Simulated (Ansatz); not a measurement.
**C2H7FSSn: one species, many methods**

Aim: compute C2H7FSSn with functionals from several rungs and with coupled cluster. The yardstick is the atomisation energy at the CCSD(T) limit.

Program: Ansatz 0.2.0, Gaussian basis. Level of theory: functionals in def2-TZVPP, the program's frozen cores in correlated methods. These are calculated values, not measurements.

The runs, in order: LDA (SPW92), PBE-D4, revPBE-D4, BLYP-D4, r2SCAN-D4, B97M-V, PBE0-D4, B3LYP-D4, r2SCANh-D4, r2SCAN0-D4, HSE06-D4, BHLYP-D4, CAM-B3LYP-D4, LC-ωPBE, ωB97X-V, ωB97M-V, B2PLYP, PBE-QIDH; CCSD(T)/def2-SVP; CCSD(T)/def2-TZVPP; MP2/def2-QZVPP; extrapolation to the limit; RPA on PBE.

1 further run of the same task is left out (for a known fault of the program).

## (1) The geometry

All runs share one geometry, relaxed beforehand with PBE0-D4 in a triple-zeta def2 set. Sn takes the def2 core potential; no spin-orbit term is included.

SMILES `C[S][SnH]([CH3])[F]`, 12 atoms, charge 0, spin multiplicity 1.

Atoms are counted from 1 here; the program's logs count them from 0.

Bond lengths: C1–S2 1.820 Å, C1–H6 1.090 Å, C1–H7 1.090 Å, C1–H8 1.089 Å, S2–Sn3 2.378 Å, Sn3–C4 2.125 Å, Sn3–F5 1.934 Å, Sn3–H9 1.703 Å, C4–H10 1.090 Å, C4–H11 1.089 Å, C4–H12 1.090 Å. Angles: S2–C1–H6 106.3°, S2–C1–H7 111.7°, S2–C1–H8 111.1°, H6–C1–H7 108.6°, H6–C1–H8 108.8°, H7–C1–H8 110.3°, C1–S2–Sn3 99.7°, S2–Sn3–C4 113.5°, S2–Sn3–F5 105.7°, S2–Sn3–H9 109.4°, C4–Sn3–F5 102.4°, C4–Sn3–H9 118.5°, F5–Sn3–H9 105.9°, Sn3–C4–H10 110.2°, Sn3–C4–H11 109.0°, Sn3–C4–H12 109.1°, H10–C4–H11 109.6°, H10–C4–H12 109.7° and more.

## (2) LDA

This LDA is Slater exchange with PW92 correlation.

Input file in.yaml:

```yaml
crystal:
  periodic: [false, false, false]
  atoms:
    - {symbol: C, position_ang: [-2.003343, 0.699995, 0.029140]}
    - {symbol: S, position_ang: [-1.203821, 0.450650, -1.586319]}
    - {symbol: Sn, position_ang: [1.049200, 0.170256, -0.879332]}
    - {symbol: C, position_ang: [1.269710, -1.199172, 0.730152]}
    - {symbol: F, position_ang: [1.555164, 1.851366, -0.067478]}
    - {symbol: H, position_ang: [-3.058624, 0.878608, -0.176291]}
    - {symbol: H, position_ang: [-1.917740, -0.183656, 0.661091]}
    - {symbol: H, position_ang: [-1.593554, 1.570212, 0.540047]}
    - {symbol: H, position_ang: [2.052299, -0.009857, -2.243691]}
    - {symbol: H, position_ang: [0.943445, -2.193195, 0.425049]}
    - {symbol: H, position_ang: [0.667262, -0.858343, 1.571488]}
    - {symbol: H, position_ang: [2.316901, -1.231969, 1.030045]}
basis:
  gaussian: {orbitals: def2-TZVPP}
hamiltonian: {xc: lda}
output: {orbitals: {seedname: orbitals}}
```

Launch:

```
$ ansatz run in.yaml --threads 2 --pin off --events-out ev --progress --plain --max-ram 32768MiB --backend cuda --devices 0, --max-vram 18GiB
```

After this run come: PBE-D4 (GGA); revPBE-D4 (GGA); BLYP-D4 (GGA); r2SCAN-D4 (meta-GGA); B97M-V (meta-GGA); B3LYP-D4 (hybrid); r2SCANh-D4 (hybrid); r2SCAN0-D4 (hybrid); HSE06-D4 (hybrid); BHLYP-D4 (hybrid); CAM-B3LYP-D4 (range-separated); LC-ωPBE (range-separated); ωB97X-V (range-separated); ωB97M-V (range-separated); B2PLYP (double hybrid); PBE-QIDH (double hybrid); CCSD(T) in def2-SVP; CCSD(T) in def2-TZVPP; MP2 in def2-QZVPP; RPA on PBE orbitals.

Q: Predict the results of all the runs planned. Wanted: atomisation energy, CCSD(T)/CBS; farthest beyond LDA; mean size of error, GGA; mean size of error, meta-GGA; mean size of error, hybrid; mean size of error, range-separated; mean size of error, double hybrid; gap, smallest and largest; T1 diagnostic.

**Answer**, as computed:

| quantity | value |
| --- | --- |
| atomisation energy, CCSD(T)/CBS | 4125.4 kJ/mol |
| functionals within 41.3 kJ/mol (1.0 %) | PBE-D4, r2SCAN-D4, B97M-V, PBE0-D4, B3LYP-D4, HSE06-D4, CAM-B3LYP-D4, ωB97X-V, ωB97M-V |
| farthest beyond LDA | BHLYP-D4 (-144.2 kJ/mol) |
| mean size of error, GGA | 49.8 kJ/mol |
| mean size of error, meta-GGA | 14.3 kJ/mol |
| mean size of error, hybrid | 61.8 kJ/mol |
| mean size of error, range-separated | 24.7 kJ/mol |
| mean size of error, double hybrid | 72.5 kJ/mol |
| gap, smallest and largest | 4.23 eV (LDA (SPW92)), 11.45 eV (LC-ωPBE) |
| T1 diagnostic | 0.0124 |
| triples share of the correlation energy | 3.5 % |

In words: LDA overbinds by 543.8 kJ/mol (13 %). PBE-D4 misses by +31.3 kJ/mol. Double hybrids carry the basis error of their MP2 part in triple zeta, and no dispersion term here, so their miss is partly the set-up's. The rungs meta-GGA, range-separated miss on average by less than the doubt on the reference (41.3 kJ/mol), so they tie. The reference freezes the cores and leaves out spin-orbit coupling and excitations past (T), and its outer-core shells are covered unevenly, so misses under about 41.3 kJ/mol can't be ranked. All levels share the lack of spin-orbit coupling, which lowers the free heavy atoms and so the true binding. Hartree-Fock recovers 72 % of the binding; the rest is correlation. CCSD(T) in def2-SVP is off by -284.0 kJ/mol, so the small basis spoils what the method gains. The gap grows from 4.2 to 11.4 eV across the functionals, mostly with the share of exact exchange. Correlated methods include outer-core shells of Sn, which these sets cover unevenly.
